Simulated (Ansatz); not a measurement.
# Zr2SbH: properties of a relaxed candidate

Method: DFT PBE, scalar-relativistic, plane waves, PAW, in Ansatz 0.2.0.

### 1 The structure to begin with

Symmetry: P-6m2, No. 187, hexagonal system. Conventional cell: a = 3.265 Å, b = 3.265 Å, c = 7.672 Å, α = 90.00°, β = 90.00°, γ = 120.00°. Around Zr (site symmetry 3m) lie 3 H at 2.39 Å. Sb (site symmetry -6m2) has 6 Zr at 3.03 Å and 6 Sb at 3.27 Å as nearest neighbours. Around H (site symmetry -6m2) lie 6 Zr at 2.39 Å.

As a file:

```cif
data_structure
_symmetry_space_group_name_H-M 'P-6m2'
_symmetry_Int_Tables_number 187
_cell_length_a 3.2653
_cell_length_b 3.2653
_cell_length_c 7.6717
_cell_angle_alpha 90.000
_cell_angle_beta 90.000
_cell_angle_gamma 120.000
_cell_volume 70.84
loop_
_atom_site_label
_atom_site_type_symbol
_atom_site_symmetry_multiplicity
_atom_site_Wyckoff_symbol
_atom_site_fract_x
_atom_site_fract_y
_atom_site_fract_z
_atom_site_occupancy
Zr1 Zr 2 g 0.00000 0.00000 0.80935 1
Sb1 Sb 1 f 0.66667 0.33333 0.50000 1
H1 H 1 c 0.33333 0.66667 0.00000 1
```

The cell was relaxed beforehand at this level, from an invented guess; it needn't be the stable form of this composition. At a tolerance of 0.05 Å it has space group P-6m2 (No. 187); it has 17.71 Å³/atom, an uncorrected energy of -0.19 eV/atom over the elements.

### 2 Electronic structure at the relaxed geometry

Input file input.yaml:

```yaml
crystal:
  lattice:
    - [3.2652511865, 0.0, 0.0]
    - [-1.6326255933, 2.8277904773, 0.0]
    - [0.0, 0.0, 7.6717453125]
  atoms:
    - { symbol: Zr, position: [0.0, 0.0, 0.8093473581] }
    - { symbol: Zr, position: [0.0, 0.0, 0.1906526419] }
    - { symbol: Sb, position: [0.6666666667, 0.3333333333, 0.5] }
    - { symbol: H, position: [0.3333333333, 0.6666666667, 0.0] }
basis:
  ecutwfc: 420
kpoints:
  mp_grid: { grid: [18, 18, 6] }
  band_path:
    path:
      - [[0.0, 0.0, 0.0], [0.5, 0.0, 0.0], [0.33333333, 0.33333333, 0.0], [0.0, 0.0, 0.0], [0.0, 0.0, 0.5], [0.5, 0.0, 0.5], [0.33333333, 0.33333333, 0.5], [0.0, 0.0, 0.5]]
      - [[0.5, 0.0, 0.5], [0.5, 0.0, 0.0]]
      - [[0.33333333, 0.33333333, 0.5], [0.33333333, 0.33333333, 0.0]]
    npoints: 14
hamiltonian:
  xc: pbe
scf:
  occupations: { method: gaussian, width: 0.1 }
  n_extra_bands: 10
output:
  forces: true
  stress: true
  eigenvalues: true
  populations: true
  dos: { projected: true, de: 0.02, nscf_kmesh: { grid: [22, 22, 8] } }
  bader: true
  write_density: true
  write_potential: true
  elf: true
  volumetric_format: npy
```

On the command line:

```
> ansatz run input.yaml --threads 1 --pin off --max-ram 2048MiB --backend cpu --events-out ev --progress --plain --runs-dir out
```

**Question.** How long does this run take on 1 thread of Arm Neoverse V2, shared host, and how much memory does it need?

About 81 s, with a peak of 0.6 GiB.
